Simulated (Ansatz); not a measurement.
# RuCO+ (octet): wave-function methods side by side, def2-SVP

An exercise on one series of results from a longer session: the logs are not shown, and one member is left open.

Computed with Ansatz 0.2.0, Gaussian basis. Level: def2-SVP, core rule «outside noble gas», up to 6 orbitals frozen.

To be run: UHF; CCSD(T) on ROHF; CCSD(T) on UHF; CISD; CCSDT(Q) on ROHF; CCSDT(Q) on UHF.

5 further runs of the same task are left out: 2 for a known fault of the program, 3 set aside as unsound or not needed.

## The geometry

The geometry is a PBE0/def2-TZVP stationary point (not a proven minimum) of the parent state, kept for this charge and spin. No spin-orbit coupling is included. Elements past krypton take def2 core potentials.

3 atoms, charge 1, spin multiplicity 8.

Atoms are counted from 1 here; the program's logs count them from 0.

Bond lengths: Ru1–C2 2.550 Å, C2–O3 1.113 Å. Angles: Ru1–C2–O3 170.5°.

Set-up of the first run:

File in.yaml:

```yaml
crystal:
  periodic: [false, false, false]
  atoms:
    - {symbol: Ru, position_ang: [0.000000, 0.017415, 2.066718]}
    - {symbol: C, position_ang: [0.000000, -0.079877, -0.481422]}
    - {symbol: O, position_ang: [0.000000, 0.062462, -1.585295]}
basis:
  gaussian: {orbitals: def2-SVP}
total_charge: 1
magnetization: {spin_polarized: true, initial_magnetization: 7}
hamiltonian: {xc: hf}
output: {orbitals: {seedname: orbitals}}
```

Started as:

```bash
$ ansatz run in.yaml --threads 1 --pin off --events-out ev --progress --plain --max-ram 4096MiB --backend cpu
```

Steps of the session up to this table: UHF; CCSD(T) on ROHF; CCSD(T) on UHF; CISD; CCSDT(Q) on ROHF; CCSDT(Q) on UHF.

One table of the session follows, with a row left open; its other results are not shown here.

It belongs to the step «Misses and costs». 

```
   method  from UCCSDT(Q) (meV)
     ROHF              +10530.6
      UHF              +10501.2
     RMP2                +773.5
     UMP2                +754.6
     CISD               +1323.5
    RCCSD                +442.4
    UCCSD                     ?
 RCCSD(T)                 +84.4
 UCCSD(T)                 +70.7
   RCCSDT                 +54.4
   UCCSDT                 +40.8
RCCSDT(Q)                 +17.4
UCCSDT(Q)                     0
```

Q: Estimate the row for UCCSD from the others.

**Answer.** from UCCSDT(Q) (meV): +428.5. In the column «from UCCSDT(Q) (meV)» it lies between RCCSD(T) (+84.4) and RCCSD (+442.4).

To keep in mind: Restricted and unrestricted rows rest on different reference determinants; where their highest levels disagree by more than a few hundredths of an eV, they describe different states and don't form one ladder.
